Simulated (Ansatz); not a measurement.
Here is an Ansatz 0.2.0 calculation.

File input.yaml:

```yaml
crystal:
  lattice:
    - [1.488162, -5.402833, 0.0]
    - [1.488162, 5.402833, 0.0]
    - [0.0, 0.0, 3.646612]
  atoms:
    - { symbol: Al, position: [0.668133, 0.331867, 0.75] }
    - { symbol: Al, position: [0.331867, 0.668133, 0.25] }
    - { symbol: O, position: [0.061072, 0.938928, 0.75] }
    - { symbol: O, position: [0.938928, 0.061072, 0.25] }
    - { symbol: O, position: [0.294184, 0.705816, 0.75] }
    - { symbol: O, position: [0.705816, 0.294184, 0.25] }
hamiltonian:
  xc: pbesol
  pseudopotentials: { kind: paw }
kpoints:
  mp_grid: { grid: [9, 9, 7] }
scf:
  occupations: { method: fermi_dirac, width: 0.05 }
output:
  forces: true
  stress: true
  eigenvalues: true
relax:
  f_tol: 0.01
  max_steps: 40
  cell: { stress_tol: 0.05, p_target: 5.0 }
```

Potentials or basis: Ansatz PAW.

Run with:

```console
$ ansatz run input.yaml --threads 2 --pin off --max-ram 5632MiB --backend cpu --events-out ev --progress --plain --runs-dir out
```

**Question.** Estimate the space group after relaxing (to 0.05 Å).

**Answer.** Cmcm (No. 63).

**Question.** Estimate the band gap on the k mesh.

**Answer.** 1.03 eV, indirect (least direct gap 1.10 eV).

**Question.** Predict the relaxed cell.

**Answer.** a = 5.080 Å, b = 5.080 Å, c = 3.573 Å, α = 90.00°, β = 90.00°, γ = 146.97°.

Final structure:
```yaml
crystal:
  lattice:
    - [1.44408, -4.87020, 0.00000]
    - [1.44408, 4.87020, 0.00000]
    - [0.00000, 0.00000, 3.57287]
  atoms:
    - { symbol: Al, position: [0.66135, 0.33865, 0.75000] }
    - { symbol: Al, position: [0.33865, 0.66135, 0.25000] }
    - { symbol: O, position: [0.02751, 0.97249, 0.75000] }
    - { symbol: O, position: [0.97249, 0.02751, 0.25000] }
    - { symbol: O, position: [0.29588, 0.70412, 0.75000] }
    - { symbol: O, position: [0.70412, 0.29588, 0.25000] }
```

Caveat: odd divisions of the mesh miss points on the zone boundary, where band edges often lie, so the gap on the mesh can be too wide; the plane-wave basis is chosen anew once the cell has moved, so the energies of steps on either side of that aren't comparable. A k mesh can miss the band edges.
